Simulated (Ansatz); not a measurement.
# TlB (I4/mmm) in Ansatz: convergence with k mesh

Aim: find how far k mesh must go before the results for TlB settle, at r2SCAN. This setting moves, with any that are tied to it; all else stays.

Everything below comes from runs of Ansatz 0.2.0. Logs are shortened: lines on timing, memory, paths and dates and some standing lists are left out, and cuts for length are marked.

### Step 1. The structure

The structure is tetragonal, space group I4/mmm (No. 139). The conventional cell has a = 4.275 Å, b = 4.275 Å, c = 4.686 Å, α = 90.00°, β = 90.00°, γ = 90.00°. Around Tl (site symmetry 4/mmm) lie 2 B at 2.34 Å. Around B (site symmetry 4/mmm) lie 2 Tl at 2.34 Å.

The cell was built by a generator and needn't be a form met in nature.

### Step 2. With k mesh 3 × 3 × 3

Contents of input.yaml:

```yaml
crystal:
  lattice:
    - [-2.13748781, 2.13748781, 2.34286533]
    - [2.13748781, -2.13748781, 2.34286533]
    - [2.13748781, 2.13748781, -2.34286533]
  atoms:
    - { symbol: Tl, position: [0.5, 0.5, 0.0] }
    - { symbol: B, position: [0.0, 0.0, 0.0] }
hamiltonian:
  xc: r2scan
  pseudopotentials: { kind: paw_fr }
magnetization:
  noncollinear: true
  spin_orbit: true
kpoints:
  mp_grid: { grid: [3, 3, 3] }
scf:
  occupations: { method: methfessel_paxton, width: 0.05 }
output:
  forces: true
  stress: true
  eigenvalues: true
```

Potentials or basis: Ansatz PAW.

Run with:

```bash
$ ansatz run input.yaml --threads 2 --pin off --max-ram 5632MiB --backend cpu --events-out ev --progress --plain --runs-dir out
```

Wall time 2.5 s (2 threads of Arm Neoverse V2, shared host); peak memory 0.47 GiB.

What came out:

```
Free energy            : -11579.1966 eV
Pressure               : -9.1 GPa
Band gap on the k mesh : none (metal or under the smearing width)
```

### Step 3. With k mesh 4 × 4 × 4

input.yaml, as its differences from that of step 2:

```diff
@@ -15,3 +15,3 @@
 kpoints:
-  mp_grid: { grid: [3, 3, 3] }
+  mp_grid: { grid: [4, 4, 4] }
 scf:
```

Potentials or basis: Ansatz PAW.

Run with:

```bash
$ ansatz run input.yaml --threads 2 --pin off --max-ram 5632MiB --backend cpu --events-out ev --progress --plain --runs-dir out
```

It took 3.3 s on 2 threads of Arm Neoverse V2, shared host; peak memory 0.49 GiB.

Results:

| Property | Result |
| --- | --- |
| Free energy | -11579.1407 eV |
| Pressure | -7.1 GPa |
| Band gap on the k mesh | none (metal or under the smearing width) |

### Step 4. With k mesh 5 × 5 × 5

input.yaml, as its differences from that of step 3:

```diff
@@ -15,3 +15,3 @@
 kpoints:
-  mp_grid: { grid: [4, 4, 4] }
+  mp_grid: { grid: [5, 5, 5] }
 scf:
```

Run with:

```bash
$ ansatz run input.yaml --threads 2 --pin off --max-ram 5632MiB --backend cpu --events-out ev --progress --plain --runs-dir out
```

It took 4.1 s on 2 threads of Arm Neoverse V2, shared host; peak memory 0.51 GiB.

Results:

- Free energy: -11579.0099 eV
- Pressure: -6.3 GPa
- Band gap on the k mesh: none (metal or under the smearing width)

### Step 5. With k mesh 6 × 6 × 6

input.yaml, as its differences from that of step 4:

```diff
@@ -15,3 +15,3 @@
 kpoints:
-  mp_grid: { grid: [5, 5, 5] }
+  mp_grid: { grid: [6, 6, 6] }
 scf:
```

Run with:

```bash
$ ansatz run input.yaml --threads 2 --pin off --max-ram 5632MiB --backend cpu --events-out ev --progress --plain --runs-dir out
```

It took 5.3 s on 2 threads of Arm Neoverse V2, shared host; peak memory 0.54 GiB.

Results:

| Quantity | Value |
| --- | --- |
| Free energy | -11578.9547 eV |
| Pressure | -6.8 GPa |
| Band gap on the k mesh | none (metal or under the smearing width) |

### Step 6. With k mesh 8 × 8 × 8

input.yaml, as its differences from that of step 5:

```diff
@@ -15,3 +15,3 @@
 kpoints:
-  mp_grid: { grid: [6, 6, 6] }
+  mp_grid: { grid: [8, 8, 8] }
 scf:
```

Potentials or basis: Ansatz PAW.

Run with:

```bash
$ ansatz run input.yaml --threads 2 --pin off --max-ram 5632MiB --backend cpu --events-out ev --progress --plain --runs-dir out
```

It took 8.8 s on 2 threads of Arm Neoverse V2, shared host; peak memory 0.57 GiB.

The run converged. Its results:

```yaml
Free_energy: -11578.9890 eV
Pressure: -6.4 GPa
Band_gap_on_the_k_mesh: none (metal or under the smearing width)
```

### Step 7. With k mesh 10 × 10 × 10

input.yaml, as its differences from that of step 6:

```diff
@@ -15,3 +15,3 @@
 kpoints:
-  mp_grid: { grid: [8, 8, 8] }
+  mp_grid: { grid: [10, 10, 10] }
 scf:
```

Run with:

```bash
$ ansatz run input.yaml --threads 2 --pin off --max-ram 5632MiB --backend cpu --events-out ev --progress --plain --runs-dir out
```

Run time: 14 s. Hardware: 2 threads of Arm Neoverse V2, shared host; peak memory 0.63 GiB.

Results (log left out):

```
Free energy            : -11578.9832 eV
Pressure               : -6.2 GPa
Band gap on the k mesh : none (metal or under the smearing width)
```

### Step 8. With k mesh 12 × 12 × 12

input.yaml, as its differences from that of step 7:

```diff
@@ -15,3 +15,3 @@
 kpoints:
-  mp_grid: { grid: [10, 10, 10] }
+  mp_grid: { grid: [12, 12, 12] }
 scf:
```

Run with:

```bash
$ ansatz run input.yaml --threads 2 --pin off --max-ram 5632MiB --backend cpu --events-out ev --progress --plain --runs-dir out
```

It took 22 s on 2 threads of Arm Neoverse V2, shared host; peak memory 0.72 GiB.

Results (log left out):

| Property | Result |
| --- | --- |
| Free energy | -11578.9815 eV |
| Pressure | -6.5 GPa |
| Band gap on the k mesh | none (metal or under the smearing width) |

### Step 9. With k mesh 14 × 14 × 14

input.yaml, as its differences from that of step 8:

```diff
@@ -15,3 +15,3 @@
 kpoints:
-  mp_grid: { grid: [12, 12, 12] }
+  mp_grid: { grid: [14, 14, 14] }
 scf:
```

Potentials or basis: Ansatz PAW.

Run with:

```bash
$ ansatz run input.yaml --threads 2 --pin off --max-ram 5632MiB --backend cpu --events-out ev --progress --plain --runs-dir out
```

Log:

```text
Warning: RAYON_NUM_THREADS=2 ignored (pool sized by the plan → 2); use --threads N
Engine: ansatz 0.2.0, aarch64-unknown-linux-gnu
Pseudopotentials: kind: paw_fr
Pseudopotential: Tl, paw_fr, valence charge 13, recommended cutoff 500 eV (meta_gga), Tl.paw.azcp#standard-fr
Pseudopotential: B, paw_fr, valence charge 3, recommended cutoff 500 eV (meta_gga), B.paw.azcp#standard-fr
Functional definition: r2SCAN
  parameter k0 = 0.174
  parameter k1 = 0.065
  parameter a1 = 4.9479
  exchange = r2scan_x(k0 = k0, k1 = k1, a1 = a1)
  correlation = r2scan_c
non-collinear run that drives no moment, with spin-orbit: no starting moment large enough to seed its density (crystal.atoms[].spin), no starting occupations that ask for one, no magnetisation constraint and no magnetic field, so the semilocal B_xc is pinned to zero
Crystal: 2 atoms, lattice volume = 42.817 Å³
Basis set: ecut = 500 eV, 1057 PW (Γ), exchange–correlation on 120×120×120 points (64 copies of the dense FFT grid, shifted against one another)
Bands: 24, of which v1, the nominal top of the filled ones, is band 16 counted from 1 (15 counted from 0)
Symmetry: 16 space group operations + 16 with time reversal
Magnetic group: BNS 139.532 (UNI 1192), of the structure as read, at distance tolerance 3.5e-5 Å
k-points: 244 of 2744
Projection manifold: j_resolved (fully-relativistic pseudo-atomic orbitals)
Non-local potential: Tl, projectors of the file, l = 0: 2, l = 1: 4, l = 2: 4, l = 3: 2
Non-local potential: B, projectors of the file, l = 0: 2, l = 1: 4, l = 2: 2
PAW form: soft (Blöchl's): semilocal exchange-correlation on the pseudo side does not see the compensation charge
PAW frozen core: Tl, regenerated for the run's functional (the file was generated under x = pbe(κ = 0.804, μ = 0.2195149727645171), c = pbe(β = 0.06672455060314922))
PAW frozen core: B, regenerated for the run's functional (the file was generated under x = pbe(κ = 0.804, μ = 0.2195149727645171), c = pbe(β = 0.06672455060314922))
PAW one-centre angular grid: Tl, 590 points (default); XC on 273 of its mesh's 2893 points in the sphere
PAW one-centre angular grid: B, 302 points (default); XC on 160 Gauss nodes
Initial density: superposition of atomic densities (chi_scale 0.1, normalization cell, long waves kept (reshape's long-wave potential 0.00 eV rms))
Initial wavefunctions: pseudopotential atomic-orbital guess
Functional: x = r2scan, c = r2scan; τ floored in thin density (d = 2e-4 eV/Å³)
iter 1 solved again at ethr=2.11e-3 eV; its pass at ethr=3.10e-3 eV (dr2=3.37e-1 eV) is discarded
SCF iter   1: F=—  HF=-11579.018499 eV  |F-HF|=—  |Δ(HF+E_count)|=         —  Δρ=2.69e-2  dr2=3.43e-1  dr2_τ=6.71e-3  dr2_m=0.00e0 (ungated)  ethr=2.11e-3  |M|=0.00e0 ∫|m|=0.00e0 μB  |m|>n=0.0e0 m-floor=0.0e0 τ_xc=0.0e0  β_m=0.30  ⟨swp⟩=1.1  Hψ=20583  notcnv=0
preconditioner: auto → Kerker (q_TF=auto, 2.315 Å⁻¹)  [metal: Δε(μ)=0.013 eV  Ē_g=12.919 eV  σ=0.050 eV  W_gap=0.21  n_scr=12 (ndim 8)  ℏωp=22.7 eV  f_vac=0.000  D(μ)=1.39/eV (n_scr^D=12)]
spin=Noncollinear: Kerker preconditioning applied to the charge; magnetization (m_x, m_y, m_z) channels mix plain (no charge-response kernel on spin).
SCF iter   2: F=—  HF=-11579.006635 eV  |F-HF|=—  |Δ(HF+E_count)|=   1.19e-2  S|Δr|=    0.00e0  Δρ=2.07e-2  dr2=1.89e-1  dr2_τ=4.67e-4  dr2_m=0.00e0 (ungated)  ethr=2.11e-3  |M|=0.00e0 ∫|m|=0.00e0 μB  |m|>n=0.0e0 m-floor=0.0e0 τ_xc=0.0e0  β_m=0.65  ⟨swp⟩=2.0  Hψ=3744  notcnv=0
SCF iter   3: F=—  HF=-11578.986142 eV  |F-HF|=—  |Δ(HF+E_count)|=   2.05e-2  S|Δr|=    0.00e0  Δρ=2.98e-3  dr2=3.74e-3  dr2_τ=1.33e-4  dr2_m=0.00e0 (ungated)  ethr=1.18e-3  |M|=0.00e0 ∫|m|=0.00e0 μB  |m|>n=0.0e0 m-floor=0.0e0 τ_xc=0.0e0  β_m=0.77  ⟨swp⟩=2.7  Hψ=5226  notcnv=0  defer=300
SCF iter   4: F=—  HF=-11578.987126 eV  |F-HF|=—  |Δ(HF+E_count)|=   9.84e-4  S|Δr|=    0.00e0  Δρ=8.77e-4  dr2=3.63e-4  dr2_τ=2.49e-6  dr2_m=0.00e0 (ungated)  ethr=2.34e-5  |M|=0.00e0 ∫|m|=0.00e0 μB  |m|>n=0.0e0 m-floor=0.0e0 τ_xc=0.0e0  β_m=0.88  ⟨swp⟩=2.4  Hψ=4915  notcnv=0  defer=316
SCF iter   5: F=—  HF=-11578.987328 eV  |F-HF|=—  |Δ(HF+E_count)|=   2.03e-4  S|Δr|=    0.00e0  Δρ=2.19e-4  dr2=2.09e-5  dr2_τ=1.82e-7  dr2_m=0.00e0 (ungated)  ethr=2.27e-6  |M|=0.00e0 ∫|m|=0.00e0 μB  |m|>n=0.0e0 m-floor=0.0e0 τ_xc=0.0e0  β_m=0.94  ⟨swp⟩=2.5  Hψ=4090  notcnv=0  defer=316
SCF iter   6: F=—  HF=-11578.987349 eV  |F-HF|=—  |Δ(HF+E_count)|=   2.02e-5  S|Δr|=    0.00e0  Δρ=5.81e-5  dr2=1.62e-6  dr2_τ=4.50e-8  dr2_m=0.00e0 (ungated)  ethr=1.30e-7  |M|=0.00e0 ∫|m|=0.00e0 μB  |m|>n=0.0e0 m-floor=0.0e0 τ_xc=0.0e0  β_m=0.97  ⟨swp⟩=2.9  Hψ=4633  notcnv=0  defer=316
SCF iter   7: F=-11578.987350 eV  HF=-11578.987350 eV  |F-HF|=6.97e-8  |Δ(HF+E_count)|=   1.53e-6  S|Δr|=    0.00e0  Δρ=1.12e-5  dr2=4.82e-8  dr2_τ=3.93e-10  dr2_m=0.00e0 (ungated)  ethr=6.25e-10  |M|=0.00e0 ∫|m|=0.00e0 μB  |m|>n=0.0e0 m-floor=0.0e0 τ_xc=0.0e0  ⟨swp⟩=5.8  Hψ=15653  notcnv=0
SCF 1 converged in 7 iterations: F = -11578.987350 eV  dr2 = 4.82e-8
SCF converged after 7 iterations
Stability not checked: this state was not tested for a lower state beside it, because cold or Methfessel-Paxton smearing, or corrected tetrahedra, fill the levels in a way that the test cannot read (fill_not_monotonic; see scf.lower_state_search)
Magnetization: |M| = 0.0000 μB,  M = (+0.0000, +0.0000, +0.0000) μB
Absolute magnetization: 0.0000 μB (∫|m|)
  site 0: m = (+0.0000, +0.0000, +0.0000) μB, |m| = 0.0000 μB  (R = 0.97 Å)
  site 1: m = (+0.0000, +0.0000, +0.0000) μB, |m| = 0.0000 μB  (R = 0.97 Å)
Free energy (F): -11578.987350 eV
Harris-Foulkes:  -11578.987350 eV  (|F-HF|=6.97e-8)
Internal energy: -11578.987295 eV  (E = F + TS)
E sigma→0 (E₀):  -11578.987337 eV
Entropy (-TS):   -0.000055 eV (-0.027 meV/atom)
Fermi energy:    7.827254 eV
--- Per-component energies (eV) ---
  E_band       = -21.770126
  E_kinetic    = 373.338686
  E_local      = -1020.256160  (includes V_loc(G=0)·N_el)
  E_nonlocal   = 329.805359
  E_hartree    = 379.290050
  E_xc         = -244.318330
  E_vxc        = -190.647483  (∫ρ·V_xc dr)
  E_paw        = -10242.270592  (= ΣΔE_a)
  E_vpaw       = -286.224785  (= ΣTr[D̂ρ^β])
  E_aug_tail   = 0.000018  (compensation charges beyond the density's cutoff)
  E_vtau       = 13.636293  (kinetic-family band-sum trace: ∫τ·v_τ [+ j·A + Jᵃ·Aᵃ] dr)
  E_ewald      = -1155.566279
  E_core_change = 0.989953  (= ΣΔE_core)
  E_smearing   = -0.000055  (= −TS)
  E_closure    = 0.000000  (closes the sum)
  Σ components = -11578.987350   (vs F -11578.987350, Δ=0.00e0)
--- Forces (eV/Å), atoms counted from 1 ---
  atom   1  Tl     0.00000000     0.00000000     0.00000000
  atom   2  B     -0.00000000    -0.00000000     0.00000000
  max |Σ_I F_I| component: 5.69e-29 eV/Å
--- Stress (GPa, compression-positive) ---
       -6.230929      -0.000000      -0.000000
       -0.000000      -6.230929       0.000000
       -0.000000       0.000000      -6.479808
  P = ⅓ Tr σ = -6.3139 GPa (-63.139 kbar)
--- Band table (eV; the first three rows and the last of 244) ---
  k-point 0: bands = ["-5.5388", "-5.5388", "-5.3431", "-5.3431", "-3.7412", "-3.7412", "-3.2440", "-3.2440", "-3.1042", "-3.1042", "-2.5526", "-2.5526", "7.1918", "7.1918", "9.4379", "9.4379", "9.4543", "9.4543", "10.1790", "10.1790", "14.2156", "14.2156", "16.0860", "16.0860"]
  k-point 1: bands = ["-5.5396", "-5.5396", "-5.3417", "-5.3417", "-3.7239", "-3.7239", "-3.2402", "-3.2402", "-3.1030", "-3.1030", "-2.4891", "-2.4891", "7.1215", "7.1215", "9.0007", "9.0007", "9.4163", "9.4163", "10.5477", "10.5477", "13.8097", "13.8097", "15.5783", "15.5783"]
  k-point 2: bands = ["-5.5431", "-5.5431", "-5.3385", "-5.3385", "-3.6857", "-3.6857", "-3.2300", "-3.2300", "-3.0975", "-3.0975", "-2.2840", "-2.2840", "6.9255", "6.9255", "8.3715", "8.3715", "9.3212", "9.3212", "10.4695", "10.4695", "13.3531", "13.3531", "15.1178", "15.1178"]
  k-point 243: bands = ["-5.6370", "-5.6370", "-5.2917", "-5.2917", "-3.5849", "-3.5849", "-3.1309", "-3.1309", "-2.9533", "-2.9533", "2.9496", "2.9496", "4.1926", "4.1926", "4.8589", "4.8589", "5.8164", "5.8164", "6.1635", "6.1635", "13.2258", "13.2258", "16.7025", "16.7025"]
```

It took 32 s on 2 threads of Arm Neoverse V2, shared host; peak memory 0.85 GiB.

What came out:

```
Free energy            : -11578.9874 eV
Pressure               : -6.3 GPa
Band gap on the k mesh : none (metal or under the smearing width)
```

### Step 10. The series at a glance

```csv
k mesh,"energy less the tightest run, at zero smearing (meV/atom)",pressure (GPa),SCF cycles,CPU time (s),peak memory (GiB)
3 × 3 × 3,-104.45,-9.11,7,4.5,0.47
4 × 4 × 4,-76.54,-7.13,7,6.2,0.49
5 × 5 × 5,-11.28,-6.27,7,7.8,0.51
6 × 6 × 6,16.41,-6.77,7,10,0.54
8 × 8 × 8,-0.81,-6.41,7,17,0.57
10 × 10 × 10,2.03,-6.23,7,27,0.63
12 × 12 × 12,2.92,-6.48,7,42,0.72
14 × 14 × 14,0.00,-6.31,7,63,0.85
```

Not settled before the last step: the energy (to 1 meV/atom), the pressure (to 0.1 GPa). Meshes of other sizes hit other points, so gaps and Fermi surfaces needn't settle smoothly. The tightest run that finished is the yardstick and may itself not be fully converged.

Caveats: the PAW data sets come from PBE, with cores solved anew for the run's functional, which leaves a small shift of forces and pressure.
